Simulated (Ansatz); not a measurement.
# AlNi: the cost of one run

Program: Ansatz 0.2.0. Level of theory: DFT PBE with spin–orbit coupling, plane waves, PAW (the target; the first runs use scalar-relativistic PBE). These are calculated values, not measurements.

1 further run of the same task is left out (set aside as unsound or not needed).

### 1 Starting point

Symmetry: Pm-3m, No. 221, cubic system. Conventional cell: a = 2.891 Å, b = 2.891 Å, c = 2.891 Å, α = 90.00°, β = 90.00°, γ = 90.00°. Al (site symmetry m-3m) has 8 Ni at 2.50 Å as nearest neighbours. Around Ni (site symmetry m-3m) lie 8 Al at 2.50 Å.

Coordinates:

```xyz
2
Lattice="2.8906 0.0000 0.0000 0.0000 2.8906 0.0000 0.0000 0.0000 2.8906" Properties=species:S:1:pos:R:3 pbc="T T T"
Al    0.0000    0.0000    0.0000
Ni    1.4453    1.4453    1.4453
```

The moments start at Ni 0.80 μB.

### 2 The first run (PBE, 8×8×8 mesh)

File input.yaml:

```yaml
crystal:
  lattice:
    - [2.8905714989, 0.0, 0.0]
    - [0.0, 2.8905714989, 0.0]
    - [0.0, 0.0, 2.8905714989]
  atoms:
    - { symbol: Al, position: [0.0, 0.0, 0.0] }
    - { symbol: Ni, position: [0.5, 0.5, 0.5], spin: 0.8 }
basis:
  ecutwfc: 420
  ecutrho_ratio: 4
kpoints:
  mp_grid: { grid: [8, 8, 8] }
hamiltonian:
  xc: pbe
scf:
  occupations: { method: gaussian, width: 0.05 }
output:
  forces: true
  stress: true
  eigenvalues: true
  populations: true
magnetization:
  spin_polarized: true
```

The run is started by

```console
$ ansatz run input.yaml --threads 4 --pin off --max-ram 7168MiB --backend cpu --events-out ev --progress --plain --runs-dir out
```

**Question.** How long does this run take on 4 threads of Intel Xeon Platinum 8259CL at 2.50GHz (Skylake/Cascade Lake), shared host, and how much memory does it need?

About 1.7 s, with a peak of 0.36 GiB.
